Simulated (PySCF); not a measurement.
# SiSn⁺ (quartet): the SCF solver's settings

The same problem is solved with other solver options, one edit a run.

Computed with PySCF 2.14.0. Level: method and basis as typed in the scripts.

8 further runs of the same task are left out: 1 for a known fault of the program, 7 that didn't finish.

### Step 1. Starting geometry

SiSn⁺ (quartet): 2 atoms, charge 1, spin multiplicity 4.

Bond lengths: Si1–Sn2 2.565 Å.

### Step 2. Base script

The input, input.py:

```python
from pyscf import gto, scf, mcscf

mol = gto.M(
    atom='Si 0 0 0; Sn 0 0 2.565',
    basis='def2-svpd',
    ecp={'Sn': 'def2-svpd'},
    charge=1,
    spin=3,
    verbose=3,
)
mf = scf.ROHF(mol)
mf.kernel()
mc = mcscf.CASCI(mf, 5, 5)
mc.kernel()
mc.analyze()
mf.dip_moment()
print('orbital energies (hartree):', mf.mo_energy[..., max(0, mol.nelec[1]-3):mol.nelec[0]+3].round(4))
```

Command:

```console
> python input.py
```

Its log is not repeated here.

Base result: E(SCF) = -501.890795 Eh, E(CAS) − E(SCF) = -0.01024 Eh.

The bond length is a typed value, not an optimised one. The dipole of an ion depends on the origin. The quartet is typed in the script; nothing here shows that it is the ground state.

### Step 3. Initial guess random

Edit 1 changes initial guess: minao → random.

The input, input.py:

```python
from pyscf import gto, scf, mcscf

mol = gto.M(
    atom='Si 0 0 0; Sn 0 0 2.565',
    basis='def2-svpd',
    ecp={'Sn': 'def2-svpd'},
    charge=1,
    spin=3,
    verbose=3,
)
mf = scf.ROHF(mol)
mf.init_guess = 'random'
mf.kernel()
mc = mcscf.CASCI(mf, 5, 5)
mc.kernel()
mc.analyze()
mf.dip_moment()
print('orbital energies (hartree):', mf.mo_energy[..., max(0, mol.nelec[1]-3):mol.nelec[0]+3].round(4))
```

Command:

```console
> python input.py
```

### Step 4. DIIS space 4

Edit 2 changes DIIS space: default → 4.

input.py: that of step 2 with these lines changed.

```diff
@@ -11,2 +11,3 @@
 mf = scf.ROHF(mol)
+mf.diis_space = 4
 mf.kernel()
```

What does the calculation give? Wanted: for each run, E(SCF); from base; after the SCF.

As calculated:

```csv
run,E(SCF) (hartree),from base (eV),after the SCF
base,-501.890795,0,CASCI correlation -0.279 eV
initial guess random,-501.890795,0.0000,CASCI correlation -0.279 eV
DIIS space 4,-501.890795,0.0000,CASCI correlation -0.279 eV
```

**Reading.** With initial guess random or DIIS space 4 the SCF ends at the base energy. PySCF falls back to minao for a guess that it doesn't know or can't read, so that run repeats the base.
